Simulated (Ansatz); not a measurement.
# BH3Br (doublet): from Hartree-Fock to the top rungs at distance B1–H4 along a hydrogen transfer = 1.502 Å, cc-pVDZ

The task here is to estimate one member of a computed series from the others.

Computed with Ansatz 0.2.0, Gaussian basis. Level: cc-pVDZ, core rule «outside noble gas», up to 15 orbitals frozen.

To be run: UHF; CCSD(T) on ROHF; CCSD(T) on UHF; BCCD(T) on ROHF; CISD; CCSDT(Q) on ROHF; CCSDT(Q) on UHF; CASSCF and MRCISD+Q, 3 electrons in 3 orbitals; CASSCF and NEVPT2, 3 electrons in 3 orbitals.

16 further runs of the same task are left out: 9 for a known fault of the program, 1 for a mislabelled method, 6 that didn't finish.

### What is computed

The geometry derives from fragments relaxed apart (PBE0/def2-TZVP) and kept rigid, so it is no stationary point. A hydrogen atom is moved between rigid fragments. No spin-orbit coupling is included. The filled d shell of Br may be among the frozen orbitals whatever the setting's name suggests; the logs give the count.

5 atoms, charge 0, spin multiplicity 2.

Atoms are counted from 1 here; the program's logs count them from 0.

Bond lengths: B1–H2 1.193 Å, B1–H3 1.193 Å, H4–Br5 1.582 Å. Angles: H2–B1–H3 120.0°.

The first run:

Input file in.yaml:

```yaml
crystal:
  periodic: [false, false, false]
  atoms:
    - {symbol: B, position_ang: [-2.632153, 0.000000, 0.000000]}
    - {symbol: H, position_ang: [-3.228886, 1.033571, 0.000000]}
    - {symbol: H, position_ang: [-3.228886, -1.033571, 0.000000]}
    - {symbol: H, position_ang: [-1.130153, 0.000000, 0.000000]}
    - {symbol: Br, position_ang: [0.451847, 0.000000, 0.000000]}
basis:
  gaussian: {orbitals: cc-pVDZ}
magnetization: {spin_polarized: true, initial_magnetization: 1}
hamiltonian: {xc: hf}
output: {orbitals: {seedname: orbitals}}
```

Started as:

```
ansatz run in.yaml --threads 1 --pin off --events-out ev --progress --plain --max-ram 2393MiB
```

Steps of the session up to this table: UHF; CCSD(T) on ROHF; CCSD(T) on UHF; BCCD(T) on ROHF; CISD; CCSDT(Q) on ROHF; CCSDT(Q) on UHF; CASSCF and MRCISD+Q, 3 electrons in 3 orbitals; CASSCF and NEVPT2, 3 electrons in 3 orbitals.

One table of the session follows, with a row left open; its other results are not shown here.

| method | from UCCSDT(Q) (kcal/mol) |
| --- | --- |
| ROHF | +157.12 |
| UHF | +152.16 |
| RMP2 | +24.39 |
| UMP2 | +25.77 |
| CISD | +15.61 |
| RCCSD | ? |
| UCCSD | +3.41 |
| RCCSD(T) | +0.69 |
| UCCSD(T) | +0.70 |
| BCCD(T) | +0.71 |
| RCCSDT | +0.24 |
| UCCSDT | +0.21 |
| RCCSDT(Q) | +0.02 |
| UCCSDT(Q) | 0 |
| CASSCF pair | +143.84 |
| NEVPT2 pair | +24.29 |
| MRCISD pair | +13.30 |
| MRCISD+Q pair | +0.86 |

**Question.** Estimate the row for RCCSD.

The run gave: from UCCSDT(Q) (kcal/mol): +3.57. In the column «from UCCSDT(Q) (kcal/mol)» it lies between UCCSD (+3.41) and MRCISD pair (+13.30).

Among the levels timed on like hardware and quicker than the yardstick, those that no quicker one beats, quickest first: NEVPT2 pair (1.7 s, +24.29 kcal/mol); MRCISD+Q pair (1.9 s, +0.86 kcal/mol); UCCSD(T) (3 s, +0.70 kcal/mol); RCCSD(T) (3.1 s, +0.69 kcal/mol).

Limits of these values: Of the multireference levels listed MRCISD+Q pair comes nearest in total energy (+0.86 kcal/mol), which doesn't show that its space is the better one. Restricted and unrestricted rows rest on different reference determinants; where their highest levels disagree by more than a few hundredths of an eV, they describe different states and don't form one ladder.
